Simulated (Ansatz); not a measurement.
TiPd:

```
Pd Ti
1.0
     4.57045    0.00000    0.00000
     0.00000    2.77509    0.00000
     0.00000    0.00000    4.87578
Pd Ti
2 2
Cartesian
  3.4278 1.3875 3.9659
  1.1426 1.3875 0.9098
  3.4278 0.0000 1.4507
  1.1426 0.0000 3.4251
```

The cell comes from a database or a generator and needn't be the stable form of this composition.

Base run:

```yaml
Program: Ansatz 0.2.0
Functional: PBEsol
Potentials_or_basis: all-electron LAPW, scalar-relativistic
Cutoff: 243 eV
Density_cutoff: 972 eV
Basis_error_allowed: 0.002 eV/atom
k_mesh: 6 × 10 × 6
Occupations: fermi-dirac, width 0.05 eV
Spin: no spin polarisation
```

Its results: pressure -4.0 GPa; largest force 0.012 eV/Å.

The run is repeated on the same cell with these changes: functional from PBEsol to LDA. What comes out?

Pressure -9.0 GPa; largest force 0.058 eV/Å.

LDA binds more tightly than PBEsol, so the same cell stands under less pressure.

Not every run made on this cell is shown here.
